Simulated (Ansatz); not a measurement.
Run this with the Python package of Ansatz (0.2.0) and show what comes out.

The script, `cas.py`:
```python
"""Static correlation in BrFGe: natural occupations of an active space."""

import warnings

import ansatz as az

GEOMETRY = """
F    -0.82120    1.26300   -0.32070
Ge   -0.59050   -0.42770   -0.36660
Br    1.40070   -0.90010    0.67410
"""

warnings.simplefilter("ignore", az.DeckWarning)

brfge = az.Crystal.molecule()
for line in GEOMETRY.strip().splitlines():
    symbol, *xyz = line.split()
    brfge = brfge.atom(symbol, [float(v) for v in xyz])

model = (
    brfge.calculation()
    .basis(gaussian="def2-SVP")
    .correlation(active_electrons=2, active_orbitals=2)
)
for method in ["sc_nevpt2"]:
    rep = (model if method is None else model.correlation(method)).run(threads=1, pin="off").report
    space = rep["configurations"]
    state = space["states"][0]
    print(method or "casscf", f"total {rep['free_energy_ev'] / 27.211386246:.6f} Ha, active-space state {state['energy']['hartree']:.6f} Ha, mean field {rep['reference_energy_ev'] / 27.211386246:.6f} Ha")
    print("  determinants", state["n_determinants"], " natural occupations", [round(n, 3) for n in space["natural_occupations"]])
```

Running `python cas.py` prints:
```text
sc_nevpt2 total -4747.255506 Ha, active-space state -4746.652517 Ha, mean field -4746.635420 Ha
  determinants 2  natural occupations [1.939, 0.061]
```

Notes:
- These settings explore the input space; basis and method may be short of convergence.
- The geometry is a force-field or estimated start, not a minimum of this method, and the basis set is short of its limit. The active space starts as a window about the frontier orbitals and is then optimised, not chosen by chemistry.
- Hardware and time: 9.1 s on 1 thread of Arm Neoverse N1, with other jobs on the host, peak memory 0.25 GiB.
